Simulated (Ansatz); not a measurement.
**B₂Cl₂F₂H₂O₂: one species, many methods**

One table from this session's results is given with a row withheld; the runs are named, their logs left out.

The runs use Ansatz 0.2.0, Gaussian basis; functionals in def2-TZVPP, the program's frozen cores in correlated methods.

Levels to be run: LDA (SPW92), PBE-D4, revPBE-D4, BLYP-D4, r2SCAN-D4, B97M-V, PBE0-D4, B3LYP-D4, r2SCANh-D4, r2SCAN0-D4, HSE06-D4, BHLYP-D4, CAM-B3LYP-D4, LC-ωPBE, ωB97X-V, ωB97M-V, B2PLYP, PBE-QIDH; CCSD(T)/def2-SVP; MP2/def2-TZVPP; MP2/def2-QZVPP; RPA on PBE.

### The relaxed structure

The geometry comes from an earlier relaxation with PBE0-D4 in a triple-zeta def2 set; it is a stationary point, not always the lowest conformer.

SMILES `F[B@-]1(Cl)[OH+][B@-](F)(Cl)[OH+]1`, 10 atoms, charge 0, spin multiplicity 1.

Atoms are counted from 1 here; the program's logs count them from 0.

Bond lengths: F1–B2 1.348 Å, B2–Cl3 1.782 Å, B2–O4 1.547 Å, B2–O8 1.547 Å, O4–B5 1.542 Å, O4–H9 0.964 Å, B5–F6 1.330 Å, B5–Cl7 1.809 Å, B5–O8 1.542 Å, O8–H10 0.964 Å. Angles: F1–B2–Cl3 116.4°, F1–B2–O4 111.2°, F1–B2–O8 111.2°, Cl3–B2–O4 113.1°, Cl3–B2–O8 113.1°, O4–B2–O8 88.5°, B2–O4–B5 90.8°, B2–O4–H9 114.4°, B5–O4–H9 115.3°, O4–B5–F6 112.1°, O4–B5–Cl7 112.3°, O4–B5–O8 88.9°, F6–B5–Cl7 116.1°, F6–B5–O8 112.1°, Cl7–B5–O8 112.3°, B2–O8–B5 90.8°, B2–O8–H10 114.4°, B5–O8–H10 115.3°.

Coordinates:

```xyz
10
B2Cl2F2H2O2
F    -1.93890   -0.26593   -0.26683
B    -0.95011    0.39946    0.36257
Cl   -1.45265    1.65697    1.52115
O     0.11998    0.88979   -0.64066
B     1.08527   -0.22394   -0.18834
F     2.22921    0.26644    0.28091
Cl    1.22845   -1.54791   -1.41284
O     0.09928   -0.57725    0.94287
H    -0.15210    0.84942   -1.56500
H    -0.18524   -1.49835    0.96916
```

Set-up of the first run:

in.yaml

```yaml
crystal:
  periodic: [false, false, false]
  atoms:
    - {symbol: F, position_ang: [-1.938896, -0.265928, -0.266826]}
    - {symbol: B, position_ang: [-0.950112, 0.399458, 0.362575]}
    - {symbol: Cl, position_ang: [-1.452648, 1.656969, 1.521149]}
    - {symbol: O, position_ang: [0.119981, 0.889788, -0.640656]}
    - {symbol: B, position_ang: [1.085272, -0.223939, -0.188344]}
    - {symbol: F, position_ang: [2.229210, 0.266438, 0.280910]}
    - {symbol: Cl, position_ang: [1.228450, -1.547910, -1.412843]}
    - {symbol: O, position_ang: [0.099277, -0.577251, 0.942872]}
    - {symbol: H, position_ang: [-0.152095, 0.849420, -1.564996]}
    - {symbol: H, position_ang: [-0.185240, -1.498346, 0.969161]}
basis:
  gaussian: {orbitals: def2-TZVPP}
hamiltonian: {xc: lda}
output: {orbitals: {seedname: orbitals}}
```

Started as:

```console
> ansatz run in.yaml --threads 4 --pin off --events-out ev --progress --plain --max-ram 11315MiB
```

Steps of the session up to this table: LDA; PBE-D4 (GGA); revPBE-D4 (GGA); BLYP-D4 (GGA); r2SCAN-D4 (meta-GGA); B97M-V (meta-GGA); B3LYP-D4 (hybrid); r2SCANh-D4 (hybrid); r2SCAN0-D4 (hybrid); HSE06-D4 (hybrid); BHLYP-D4 (hybrid); CAM-B3LYP-D4 (range-separated); LC-ωPBE (range-separated); ωB97X-V (range-separated); ωB97M-V (range-separated); B2PLYP (double hybrid); PBE-QIDH (double hybrid).

One of the session's tables, all rows but one given; the rest of the session is left out.

It belongs to the step «Frontier levels by functional». 

```
  functional  HOMO (eV)  gap (eV)
 LDA (SPW92)      -7.85      6.67
      PBE-D4          ?         ?
   revPBE-D4      -7.63      6.74
     BLYP-D4      -7.53      6.50
   r2SCAN-D4      -8.08      7.72
      B97M-V      -8.19      7.46
     PBE0-D4      -9.19      9.09
    B3LYP-D4      -8.89      8.41
  r2SCANh-D4      -8.62      8.54
  r2SCAN0-D4      -9.44      9.75
    HSE06-D4      -8.78      8.31
    BHLYP-D4     -10.51     11.06
CAM-B3LYP-D4     -10.60     11.26
     LC-ωPBE     -12.07     14.12
     ωB97X-V     -11.68     13.48
     ωB97M-V     -11.51     12.86
```

Estimate the missing values for PBE-D4.

The run gave: HOMO (eV): -7.70; gap (eV): 6.70. In the column «HOMO (eV)» it lies between LDA (SPW92) (-7.85) and revPBE-D4 (-7.63).
